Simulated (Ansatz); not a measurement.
Si, space group Fd-3m, a point defect in a supercell

Computed with the Python package of Ansatz (0.2.0).

Typed at the interpreter:
```pycon
>>> import ansatz as az
>>> from ase import Atoms
>>> import numpy as np
>>> atoms = Atoms(
...     ["Si", "Si"],
...     scaled_positions=[
...         (0.75, 0.75, 0.75),
...         (0.5, 0.5, 0.5),
...     ],
...     cell=[
...         (0.0, 2.71356, 2.71356),
...         (2.71356, 0.0, 2.71356),
...         (2.71356, 2.71356, 0.0),
...     ],
...     pbc=True,
... )
>>> structure = az.Crystal.from_ase(atoms)
>>> host = structure.supercell(2, 2, 2)
>>> defective = host.interstitial("Li", at=(0.0, 0.0, 0.0))
>>> def settled(structure):
...     return (
...         structure.calculation()
...         .kpoints(2, 2, 2, center="gamma")
...         .functional("pbe")
...         .occupations("fermi_dirac", width=0.02)
...         .band_table()
...     )
...
>>> perfect = settled(host).run(threads=1, backend="cpu").report
DeckWarning: basis.ecutwfc = 420 eV, auto-derived from the records' recommended cutoffs: set by Si (normal level)
>>> job = (
...     settled(defective)
...     .relax(force_tolerance=0.02, max_steps=40)
... )
>>> done = job.run(threads=1, backend="cpu")
>>> summary = done.report
>>> [(site.symbol, site.position_frac.round(4).tolist()) for site in done.lattice.sites]
[(<Element.SI: 'Si'>, [0.374, 0.374, 0.374]), (<Element.SI: 'Si'>, [0.25, 0.25, 0.25]), (<Element.SI: 'Si'>, [0.374, 0.374, 0.8781]), (<Element.SI: 'Si'>, [0.2516, 0.2516, 0.7484]), (<Element.SI: 'Si'>, [0.374, 0.8781, 0.374]), (<Element.SI: 'Si'>, [0.2516, 0.7484, 0.2516]), (<Element.SI: 'Si'>, [0.3832, 0.8723, 0.8723]), (<Element.SI: 'Si'>, [0.2516, 0.7484, 0.7484]), (<Element.SI: 'Si'>, [0.8781, 0.374, 0.374]), (<Element.SI: 'Si'>, [0.7484, 0.2516, 0.2516]), (<Element.SI: 'Si'>, [0.8723, 0.3832, 0.8723]), (<Element.SI: 'Si'>, [0.7484, 0.2516, 0.7484]), (<Element.SI: 'Si'>, [0.8723, 0.8723, 0.3832]), (<Element.SI: 'Si'>, [0.7484, 0.7484, 0.2516]), (<Element.SI: 'Si'>, [0.8723, 0.8723, 0.8723]), (<Element.SI: 'Si'>, [0.75, 0.75, 0.75]), (<Element.LI: 'Li'>, [-0.0, 0.0, 0.0])]
>>> n_host, n_defect = len(perfect["lattice"]["sites"]), len(summary["lattice"]["sites"])
>>> print(f"perfect cell: {n_host} atoms, F = {perfect['free_energy_ev']:.4f} eV")
perfect cell: 16 atoms, F = -10171.4028 eV
>>> print(f"defect cell:  {n_defect} atoms, F = {summary['free_energy_ev']:.4f} eV")
defect cell:  17 atoms, F = -10375.7856 eV
>>> # chemical potentials are still to be added to this difference
>>> print(f"difference {summary['free_energy_ev'] - perfect['free_energy_ev']:.4f} eV (no chemical potentials)")
difference -204.3828 eV (no chemical potentials)
>>> start = np.array([site.position for site in defective.resolved().sites])
>>> step = np.array([site.position_frac for site in done.lattice.sites]) - start
>>> moved = np.linalg.norm((step - np.round(step)) @ done.lattice.cell_ang, axis=1)
>>> print("relaxation by atom (A):", " ".join(f"{site.symbol}:{d:.3f}" for site, d in zip(done.lattice.sites, moved)))
relaxation by atom (A): Si:0.019 Si:0.000 Si:0.019 Si:0.018 Si:0.019 Si:0.018 Si:0.051 Si:0.018 Si:0.019 Si:0.018 Si:0.051 Si:0.018 Si:0.051 Si:0.018 Si:0.051 Si:0.000 Li:0.000
>>> pull = np.linalg.norm(summary["forces_ev_ang"], axis=1)
>>> for atom in np.argsort(-pull)[:5]:
...     print(f"force on {done.lattice.sites[atom].symbol}{atom}: {pull[atom]:.3f} eV/A")
...
force on Si9: 0.001 eV/A
force on Si11: 0.001 eV/A
force on Si13: 0.001 eV/A
force on Si3: 0.001 eV/A
force on Si5: 0.001 eV/A
```

Caveats:
- Absolute energies stand on the zero of these potentials, so only differences at equal settings mean something. A total without «per atom» is that of the whole cell that was run.
- Extra carriers fill band states at a few k-points, so forces and energy hang on the mesh.
- Of the deposited cell: the entry's cell lengths or inner coordinates differ somewhat from later room-temperature determinations.
- The difference holds no chemical potentials.
- Warnings are shown shortened and without file and line.
- The supercell is small, so the defect meets its images and the energies aren't those of an isolated defect; a partly filled defect level may also lower its energy by spin or distortion. For a charged cell the difference holds no correction, alignment or term for the electrons' reservoir.
- Hardware and time: 13 s on 1 thread of Arm Neoverse V2, on a shared host, peak memory 0.58 GiB.
